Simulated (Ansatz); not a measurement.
# CH3ClF2SeZr: one species, many methods

An exercise on one series of results from a longer session: the logs are not shown, and one member is left open.

Method: functionals in def2-TZVPP, the program's frozen cores in correlated methods; program: Ansatz 0.2.0, Gaussian basis.

Levels to be run: LDA (SPW92), PBE-D4, revPBE-D4, BLYP-D4, r2SCAN-D4, B97M-V, PBE0-D4, B3LYP-D4, r2SCANh-D4, r2SCAN0-D4, HSE06-D4, BHLYP-D4, CAM-B3LYP-D4, LC-ωPBE, ωB97X-V, ωB97M-V, B2PLYP, PBE-QIDH; CCSD(T)/def2-SVP; CCSD(T)/def2-TZVPP; MP2/def2-QZVPP; extrapolation to the limit; RPA on PBE.

1 further run of the same task is left out (for a known fault of the program).

**The relaxed structure**

An earlier PBE0-D4 in a triple-zeta def2 set relaxation fixed the geometry. Zr takes the def2 core potential; no spin-orbit term is included.

9 atoms, charge 0, spin multiplicity 1.

Atoms are counted from 1 here; the program's logs count them from 0.

Bond lengths: C1–Se2 1.974 Å, C1–H7 1.087 Å, C1–H8 1.095 Å, C1–H9 1.087 Å, Se2–Zr3 2.534 Å, Zr3–F4 1.894 Å, Zr3–F5 1.885 Å, Zr3–Cl6 2.346 Å. Angles: Se2–C1–H7 108.0°, Se2–C1–H8 113.6°, Se2–C1–H9 107.8°, H7–C1–H8 108.4°, H7–C1–H9 111.2°, H8–C1–H9 108.1°, C1–Se2–Zr3 86.2°, Se2–Zr3–F4 108.0°, Se2–Zr3–F5 108.6°, Se2–Zr3–Cl6 108.8°, F4–Zr3–F5 111.4°, F4–Zr3–Cl6 108.5°, F5–Zr3–Cl6 111.4°.

The first run:

Input file in.yaml:

```yaml
crystal:
  periodic: [false, false, false]
  atoms:
    - {symbol: C, position_ang: [-0.059997, -1.176267, 1.061952]}
    - {symbol: Se, position_ang: [1.569392, -0.106840, 0.746637]}
    - {symbol: Zr, position_ang: [0.230547, 1.101861, -1.032752]}
    - {symbol: F, position_ang: [-0.454545, -0.194070, -2.231996]}
    - {symbol: F, position_ang: [1.364765, 2.322412, -1.914623]}
    - {symbol: Cl, position_ang: [-1.573711, 2.197382, -0.010016]}
    - {symbol: H, position_ang: [-0.401571, -0.976319, 2.074414]}
    - {symbol: H, position_ang: [-0.876269, -0.944179, 0.370562]}
    - {symbol: H, position_ang: [0.201399, -2.223992, 0.935812]}
basis:
  gaussian: {orbitals: def2-TZVPP}
hamiltonian: {xc: lda}
output: {orbitals: {seedname: orbitals}}
```

Launch:

```bash
$ ansatz run in.yaml --threads 2 --pin off --events-out ev --progress --plain --max-ram 22528MiB --backend cuda --devices 0, --max-vram 18GiB
```

Steps of the session up to this table: LDA; PBE-D4 (GGA); revPBE-D4 (GGA); BLYP-D4 (GGA); r2SCAN-D4 (meta-GGA); B97M-V (meta-GGA); B3LYP-D4 (hybrid); r2SCANh-D4 (hybrid); r2SCAN0-D4 (hybrid); HSE06-D4 (hybrid); BHLYP-D4 (hybrid); CAM-B3LYP-D4 (range-separated); LC-ωPBE (range-separated); ωB97X-V (range-separated); ωB97M-V (range-separated); B2PLYP (double hybrid); PBE-QIDH (double hybrid).

One table of the session follows, with a row left open; its other results are not shown here.

It belongs to the step «Frontier levels by functional». 

```
  functional  HOMO (eV)  LUMO (eV)  gap (eV)
 LDA (SPW92)      -6.39      -3.07      3.32
      PBE-D4      -6.22      -2.81      3.41
   revPBE-D4      -6.16      -2.72      3.44
     BLYP-D4      -6.06      -2.69      3.37
   r2SCAN-D4      -6.48      -2.67      3.82
      B97M-V      -6.52      -2.63      3.89
     PBE0-D4          ?          ?         ?
    B3LYP-D4      -7.11      -2.20      4.91
  r2SCANh-D4      -6.90      -2.36      4.54
  r2SCAN0-D4      -7.51      -1.89      5.63
    HSE06-D4      -6.95      -2.36      4.59
    BHLYP-D4      -8.30      -1.01      7.29
CAM-B3LYP-D4      -8.57      -0.89      7.68
     LC-ωPBE      -9.86       0.28     10.14
     ωB97X-V      -9.54       0.19      9.73
     ωB97M-V      -9.41       0.10      9.50
```

**Question.** Estimate the row for PBE0-D4.

The run gave: HOMO (eV): -7.34; LUMO (eV): -1.99; gap (eV): 5.35. In the column «HOMO (eV)» it lies between r2SCAN0-D4 (-7.51) and B3LYP-D4 (-7.11).
